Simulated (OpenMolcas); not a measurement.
# CH6NPSi (SMILES C1NP[SiH2]1): a chain of runs

Aim: a single-point energy (HF/ANO-R0), then a single-point energy (CASSCF(2,2)/ANO-R1), then the energy along one coordinate (CASPT2(2,2)/ANO-R1), then the energy along one coordinate (SC-NEVPT2(2,2)/ANO-R1), then the energy along one coordinate (MC-PDFT[tPBE](2,2)/ANO-R1) of CH6NPSi. 

Program for the calculation: OpenMolcas 26.06.

### 1 The structure to begin with

CH6NPSi has 10 atoms, charge 0, and is taken as a singlet. As SMILES, `C1NP[SiH2]1`. The coordinates come from a PBE0-D4/def2-TZVP relaxation.

Bond lengths: C1–N2 1.466 Å, N2–P3 1.737 Å, C1–Si4 1.900 Å, P3–Si4 2.263 Å, C1–H5 1.094 Å, C1–H6 1.100 Å, N2–H7 1.012 Å, P3–H8 1.446 Å, Si4–H9 1.486 Å, Si4–H10 1.487 Å. Some angles: C1–N2–P3 108.8°, N2–C1–Si4 91.6°, N2–P3–Si4 73.5°, C1–Si4–P3 77.1°, C1–N2–H7 117.6°, P3–N2–H7 119.0°, N2–C1–H5 113.0°, N2–C1–H6 113.4°, Si4–C1–H5 118.7°, Si4–C1–H6 110.6°.

### 2 A single-point energy at HF/ANO-R0 (sfX2C) (run 1)

File struct.xyz:

```xyz
10

C     -0.518900     0.753700    -0.280300
N      0.388700     0.867200     0.865200
P      0.973900    -0.716000     1.275900
Si     0.382300    -0.797300    -0.907400
H     -0.525900     1.647300    -0.910700
H     -1.554200     0.512400     0.003600
H      0.126500     1.500500     1.609100
H     -0.253100    -1.393600     1.631500
H      1.493100    -0.499900    -1.848100
H     -0.429200    -1.925500    -1.435800
```

File step1.input:

```
>>> EXPORT MOLCAS_PRINT=2

&GATEWAY
  COORD=struct.xyz
  BASIS=ANO-R0
  GROUP=NoSym

&SEWARD

&SCF
  PRORBITALS=0

&LOCALISATION
  OCCUPIED
  FREEZE
  PIPEK-MEZEY

&LOCALISATION
  FILEORB=$Project.LocOrb
  VIRTUAL
  PIPEK-MEZEY
```

The run is started by

```bash
export MOLCAS_MEM=1860
pymolcas step1.input > step1.log
```

Standard output:

```text
--- Start Module: gateway ---
[...]
--- Stop Module: gateway /rc=_RC_ALL_IS_WELL_ ---
[...]
      Basis functions           34
[...]
       Convergence after  11 Iterations
[...]
::    Total SCF energy                               -726.1840679147
[...]
      Total spin, S                                     0.0000000000
[...]
      Total electronic charge=   48.000000
      Total            charge=   -0.000000
[...]
      Dipole Moment (debye):
      Origin of the operator (angstrom)=    0.4277   -0.2577    0.2410
                   X= -8.3293E-01               Y=  1.6713E+00               Z=  6.1717E-01           Total=  1.9667E+00
      Quadrupole Moment (debye*angstrom):
[...]
--- Start Module: localisation ---
[...]
--- Stop Module: localisation /rc=_RC_ALL_IS_WELL_ ---
--- Start Module: localisation ---
[...]
--- Stop Module: localisation /rc=_RC_ALL_IS_WELL_ ---
[...]
```

Run time: 3.9 s. Hardware: 1 thread of Arm Neoverse V1, shared host; peak memory 0.38 GiB.

### 3 A single-point energy at CASSCF(2,2)/ANO-R1 (sfX2C, RICD fitting) (run 2)

struct.xyz is that of step 2.

File step2.inp:

```
* CH6NPSi CASSCF

&GATEWAY
  Coord=struct.xyz
  Basis=ANO-R0
  Group=NoSym

&SEWARD

&RASSCF
  FileOrb=$CurrDir/step1.LocOrb
  Alter=2
  1 18 24
  1 25 30
  Spin=1
  Nactel=2 0 0
  Inactive=23
  Ras2=2
  OrbListing=Nothing
>>> COPY $Project.RunFile RUNFIL1
>>> COPY $Project.RasOrb INPORB

&GATEWAY
  Coord=struct.xyz
  Basis=ANO-R1
  Group=NoSym
  RICD

&SEWARD
>>> COPY $Project.RunFile RUNFIL2

&EXPBAS

&RASSCF
  FileOrb=$Project.ExpOrb
  Spin=1
  Nactel=2 0 0
  Inactive=23
  Ras2=2
  OrbListing=Nothing
  OrbAppear=Compact
```

The run is started by

```bash
export MOLCAS_MEM=1860
pymolcas step2.inp > step2.log
```

Standard output:

```text
--- Start Module: gateway ---
[...]
--- Stop Module: gateway /rc=_RC_ALL_IS_WELL_ ---
[...]
      Basis functions           34
[...]
      Number of active orbitals                  2
[...]
      Spin quantum number                      0.0
[...]
      Active orbitals                            2
[...]
      Number of CSFs                             3
[...]
      Number of root(s) required                 1
[...]
      Convergence after 13 iterations
[...]
      printout of CI-coefficients larger than  0.05 for root  1
      energy=    -726.194993
      conf/sym  11     Coeff  Weight
             1  20   0.99561 0.99124
             3  02  -0.09358 0.00876
      Natural orbitals and occupation numbers for root  1
      sym 1:   1.982487   0.017513
      ************************************************************************************************************************
      *                                                    Final results                                                     *
[...]
::    RASSCF root number  1 Total energy:   -726.19499298
[...]
      Basis functions           94
[...]
--- Start Module: expbas ---
[...]
--- Stop Module: expbas /rc=_RC_ALL_IS_WELL_ ---
--- Start Module: rasscf ---
[...]
      Convergence after 14 iterations
[...]
      Natural orbitals and occupation numbers for root  1
      sym 1:   1.982731   0.017269
      ************************************************************************************************************************
      *                                                    Final results                                                     *
[...]
::    RASSCF root number  1 Total energy:   -726.97912667
[...]
      Total electronic charge=   48.000000
      Total            charge=   -0.000000
[...]
      Dipole Moment (debye):
      Origin of the operator (angstrom)=    0.4277   -0.2577    0.2410
                   X= -1.5989E+00               Y=  3.5115E-01               Z= -5.0672E-01           Total=  1.7136E+00
      Quadrupole Moment (debye*angstrom):
[...]
--- Stop Module: rasscf /rc=_RC_ALL_IS_WELL_ ---
[...]
```

It took 14 s on 1 thread of Arm Neoverse V1, shared host; peak memory 0.38 GiB.

### 4 The energy along one coordinate at CASPT2(2,2)/ANO-R1 (sfX2C, RICD fitting, ipea shift 0.25 Eh, pt2 variant SS) (run 3)

File step3.input:

```
* CH6NPSi CASPT2
>>> EXPORT MOLCAS_PRINT=2
>>> COPY $CurrDir/step2.RasOrb $Project.RasOrb
>>> ForEach K in (1, 2, 3, 4, 5, 6, 7, 8, 9)
&GATEWAY
Coord=$CurrDir/point$K.xyz
Basis=ANO-R1
Group=NoSym
RICD
&SEWARD
&RASSCF
FileOrb=$Project.RasOrb
Spin=1
Nactel=2 0 0
Inactive=23
Ras2=2
OrbListing=Nothing
OrbAppear=Compact
&CASPT2
Imaginary=0.2
Frozen=12
>>> EndDo
```

The run is started by

```bash
export MOLCAS_MEM=1860
pymolcas step3.input > step3.log
```

Standard output:

```text
[...]
      Basis functions           94
[...]
      Number of active orbitals                  2
[...]
      Spin quantum number                      0.0
[...]
      Active orbitals                            2
[...]
      Number of CSFs                             3
[...]
      Number of root(s) required                 1
[...]
      Convergence after 10 iterations
[...]
      printout of CI-coefficients larger than  0.05 for root  1
      energy=    -726.968266
      conf/sym  11     Coeff  Weight
             1  20   0.99699 0.99398
             3  02  -0.07756 0.00602
      Natural orbitals and occupation numbers for root  1
      sym 1:   1.987968   0.012032
      ************************************************************************************************************************
      *                                                    Final results                                                     *
[...]
::    RASSCF root number  1 Total energy:   -726.96826610
[...]
      E2 (Variational):          -0.5128507164
[...]
::    CASPT2 Root  1     Total energy:   -727.48111682
[...]
      Convergence after 10 iterations
[...]
      Natural orbitals and occupation numbers for root  1
      sym 1:   1.982709   0.017291
      ************************************************************************************************************************
      *                                                    Final results                                                     *
[...]
      Convergence after 11 iterations
[...]
      Natural orbitals and occupation numbers for root  1
      sym 1:   1.856687   0.143313
      ************************************************************************************************************************
      *                                                    Final results                                                     *
[...]
      Convergence after 11 iterations
[...]
      Natural orbitals and occupation numbers for root  1
      sym 1:   1.725415   0.274585
      ************************************************************************************************************************
      *                                                    Final results                                                     *
[...]
      Convergence after 10 iterations
[...]
      Natural orbitals and occupation numbers for root  1
      sym 1:   1.495903   0.504097
      ************************************************************************************************************************
      *                                                    Final results                                                     *
[...]
::    RASSCF root number  1 Total energy:   -726.83150925
[...]
::    CASPT2 Root  1     Total energy:   -727.33819640
[...]
      Convergence after 10 iterations
[...]
      Natural orbitals and occupation numbers for root  1
      sym 1:   1.220868   0.779132
      ************************************************************************************************************************
      *                                                    Final results                                                     *
[...]
::    RASSCF root number  1 Total energy:   -726.82151476
[...]
      Dipole Moment (debye):
      Origin of the operator (angstrom)=    0.4416   -2.0253    1.4879
                   X= -1.3413E+00               Y= -5.5282E-01               Z=  2.4849E-01           Total=  1.4719E+00
      Quadrupole Moment (debye*angstrom):
[...]
      E2 (Variational):          -0.5045150739
      Total energy:            -727.3260298357
[...]
      Reference weight:           0.83205
[...]
::    CASPT2 Root  1     Total energy:   -727.32602984
[...]
```

It took 90 s on 1 thread of Arm Neoverse V1, shared host; peak memory 0.084 GiB.

The scan, from its lowest point:

| H5–C1 (Å) | energy (kJ/mol) |
| --- | --- |
| 0.984 | 27.1 |
| 1.094 | 0.0 |
| 1.203 | 13.1 |
| 1.367 | 67.1 |
| 1.586 | 156.5 |
| 1.859 | 255.8 |
| 2.187 | 340.4 |
| 2.625 | 402.3 |
| 3.281 | 434.3 |

### 5 An energy scan at SC-NEVPT2(2,2)/ANO-R1 (sfX2C, RICD fitting, pt2 variant SC-NEVPT2) (run 4)

File step4.input:

```
>>> EXPORT MOLCAS_PRINT=2
>>> COPY $CurrDir/step2.RasOrb $Project.RasOrb
>>> ForEach K in (1, 2, 3, 4, 5, 6, 7, 8, 9)
&GATEWAY
Coord = $CurrDir/point$K.xyz
Basis = ANO-R1
Group = NoSym
RICD
&SEWARD
&RASSCF
FileOrb = $Project.RasOrb
Spin = 1
Nactel = 2 0 0
Inactive = 23
Ras2 = 2
OrbListing = Nothing
OrbAppear = Compact
&CASPT2
SC-NEVPT2
Frozen = 12
>>> EndDo
```

The run is started by

```bash
export MOLCAS_MEM=1860
pymolcas step4.input > step4.log
```

Standard output:

```text
--- Start Module: gateway ---
[...]
--- Stop Module: gateway /rc=_RC_ALL_IS_WELL_ ---
[...]
      Basis functions           94
[...]
      Number of active orbitals                  2
[...]
      Spin quantum number                      0.0
[...]
      Active orbitals                            2
[...]
      Number of CSFs                             3
[...]
      Number of root(s) required                 1
[...]
      Convergence after 10 iterations
[...]
      printout of CI-coefficients larger than  0.05 for root  1
      energy=    -726.968266
      conf/sym  11     Coeff  Weight
             1  20   0.99699 0.99398
             3  02  -0.07756 0.00602
      Natural orbitals and occupation numbers for root  1
      sym 1:   1.987968   0.012032
      ************************************************************************************************************************
      *                                                    Final results                                                     *
[...]
::    RASSCF root number  1 Total energy:   -726.96826610
[...]
      E2 (Variational):          -0.5088387119
[...]
::    SC-NEVPT2 Root  1     Total energy:   -727.47706672
[...]
      Convergence after 10 iterations
[...]
      Natural orbitals and occupation numbers for root  1
      sym 1:   1.982709   0.017291
      ************************************************************************************************************************
      *                                                    Final results                                                     *
[...]
      Convergence after 11 iterations
[...]
      Natural orbitals and occupation numbers for root  1
      sym 1:   1.856687   0.143313
      ************************************************************************************************************************
      *                                                    Final results                                                     *
[...]
      Convergence after 11 iterations
[...]
      Natural orbitals and occupation numbers for root  1
      sym 1:   1.725415   0.274585
      ************************************************************************************************************************
      *                                                    Final results                                                     *
[...]
      Convergence after 10 iterations
[...]
      Natural orbitals and occupation numbers for root  1
      sym 1:   1.495903   0.504097
      ************************************************************************************************************************
      *                                                    Final results                                                     *
[...]
::    RASSCF root number  1 Total energy:   -726.83150925
[...]
::    SC-NEVPT2 Root  1     Total energy:   -727.33427651
[...]
--- Start Module: rasscf ---
[...]
      Convergence after 10 iterations
[...]
      Natural orbitals and occupation numbers for root  1
      sym 1:   1.220868   0.779132
      ************************************************************************************************************************
      *                                                    Final results                                                     *
[...]
::    RASSCF root number  1 Total energy:   -726.82151476
[...]
      Total electronic charge=   48.000000
      Total            charge=   -0.000000
[...]
--- Stop Module: rasscf /rc=_RC_ALL_IS_WELL_ ---
[...]
      E2 (Variational):          -0.5009413898
      Total energy:            -727.3224561516
[...]
      Reference weight:           0.83173
[...]
::    SC-NEVPT2 Root  1     Total energy:   -727.32245615
[...]
```

Wall time 86 s (1 thread of Arm Neoverse V1, shared host); peak memory 0.084 GiB.

The scan, from its lowest point:

| H5–C1 (Å) | energy (kJ/mol) |
| --- | --- |
| 0.984 | 27.9 |
| 1.094 | 0.0 |
| 1.203 | 12.3 |
| 1.367 | 65.5 |
| 1.586 | 154.5 |
| 1.859 | 254.4 |
| 2.187 | 340.2 |
| 2.625 | 402.8 |
| 3.281 | 433.8 |

### 6 The energy along one coordinate at MC-PDFT[tPBE](2,2)/ANO-R1 (sfX2C, RICD fitting) (run 5)

File step5.input:

```
>>> EXPORT MOLCAS_PRINT=2
>>> COPY $CurrDir/step2.RasOrb $Project.RasOrb
>>> ForEach K in (1, 2, 3, 4, 5, 6, 7, 8, 9)

&GATEWAY
 Coord=$CurrDir/point$K.xyz
 Basis=ANO-R1
 Group=NoSym
 RICD

&SEWARD

&RASSCF
 FileOrb=$Project.RasOrb
 Spin=1
 Nactel=2 0 0
 Inactive=23
 Ras2=2
 OrbListing=Nothing
 OrbAppear=Compact

&MCPDFT
 KSDFT=T:PBE
>>> EndDo
```

The run is started by

```bash
export MOLCAS_MEM=1860
pymolcas step5.input > step5.log
```

Standard output:

```text
--- Start Module: gateway ---
[...]
--- Stop Module: gateway /rc=_RC_ALL_IS_WELL_ ---
[...]
      Basis functions           94
[...]
      Number of active orbitals                  2
[...]
      Spin quantum number                      0.0
[...]
      Active orbitals                            2
[...]
      Number of CSFs                             3
[...]
      Number of root(s) required                 1
[...]
      Convergence after 10 iterations
[...]
      printout of CI-coefficients larger than  0.05 for root  1
      energy=    -726.968266
      conf/sym  11     Coeff  Weight
             1  20   0.99699 0.99398
             3  02  -0.07756 0.00602
      Natural orbitals and occupation numbers for root  1
      sym 1:   1.987968   0.012032
      ************************************************************************************************************************
      *                                                    Final results                                                     *
[...]
::    RASSCF root number  1 Total energy:   -726.96826610
[...]
::    MCPDFT root number  1 Total energy:   -728.33775329
[...]
      Convergence after 10 iterations
[...]
      Natural orbitals and occupation numbers for root  1
      sym 1:   1.982709   0.017291
      ************************************************************************************************************************
      *                                                    Final results                                                     *
[...]
      Convergence after 11 iterations
[...]
      Natural orbitals and occupation numbers for root  1
      sym 1:   1.856687   0.143313
      ************************************************************************************************************************
      *                                                    Final results                                                     *
[...]
      Convergence after 11 iterations
[...]
      Natural orbitals and occupation numbers for root  1
      sym 1:   1.725415   0.274585
      ************************************************************************************************************************
      *                                                    Final results                                                     *
[...]
      Convergence after 10 iterations
[...]
      Natural orbitals and occupation numbers for root  1
      sym 1:   1.495903   0.504097
      ************************************************************************************************************************
      *                                                    Final results                                                     *
[...]
::    RASSCF root number  1 Total energy:   -726.83150925
[...]
::    MCPDFT root number  1 Total energy:   -728.18752460
[...]
      Convergence after 10 iterations
[...]
      Natural orbitals and occupation numbers for root  1
      sym 1:   1.220868   0.779132
      ************************************************************************************************************************
      *                                                    Final results                                                     *
[...]
::    RASSCF root number  1 Total energy:   -726.82151476
[...]
      Total electronic charge=   48.000000
      Total            charge=   -0.000000
[...]
      Dipole Moment (debye):
      Origin of the operator (angstrom)=    0.4416   -2.0253    1.4879
                   X= -1.3413E+00               Y= -5.5282E-01               Z=  2.4849E-01           Total=  1.4719E+00
      Quadrupole Moment (debye*angstrom):
[...]
::    MCPDFT root number  1 Total energy:   -728.17458110
[...]
```

It took 99 s on 1 thread of Arm Neoverse V1, shared host; peak memory 0.084 GiB.

The scan, from its lowest point:

| H5–C1 (Å) | energy (kJ/mol) |
| --- | --- |
| 0.984 | 27.5 |
| 1.094 | 0.0 |
| 1.203 | 12.4 |
| 1.367 | 65.6 |
| 1.586 | 155.5 |
| 1.859 | 258.7 |
| 2.187 | 351.0 |
| 2.625 | 421.9 |
| 3.281 | 455.9 |

### 7 What came out

| quantity | value |
| --- | --- |
| run 1, HF/ANO-R0: total energy | -726.18407 Eh |
| run 1, HF/ANO-R0: dipole moment | 1.97 D |
| run 1, HF/ANO-R0: HOMO energy | -10.36 eV |
| run 1, HF/ANO-R0: LUMO energy | 2.53 eV |
| run 1, HF/ANO-R0: HOMO–LUMO gap | 12.89 eV |
| run 2, CASSCF(2,2)/ANO-R1: total energy | -726.97913 Eh |
| run 2, CASSCF(2,2)/ANO-R1: dipole moment (CASSCF density) | 1.71 D |
| run 3, CASPT2(2,2)/ANO-R1: lowest energy of the scan | -727.49143 Eh |
| run 4, SC-NEVPT2(2,2)/ANO-R1: lowest energy of the scan | -727.48769 Eh |
| run 5, MC-PDFT[tPBE](2,2)/ANO-R1: lowest energy of the scan | -728.34823 Eh |

What this shows: Mulliken charges (run 2, CASSCF(2,2)/ANO-R1) run from -0.42 on N2 to +0.14 on H7.
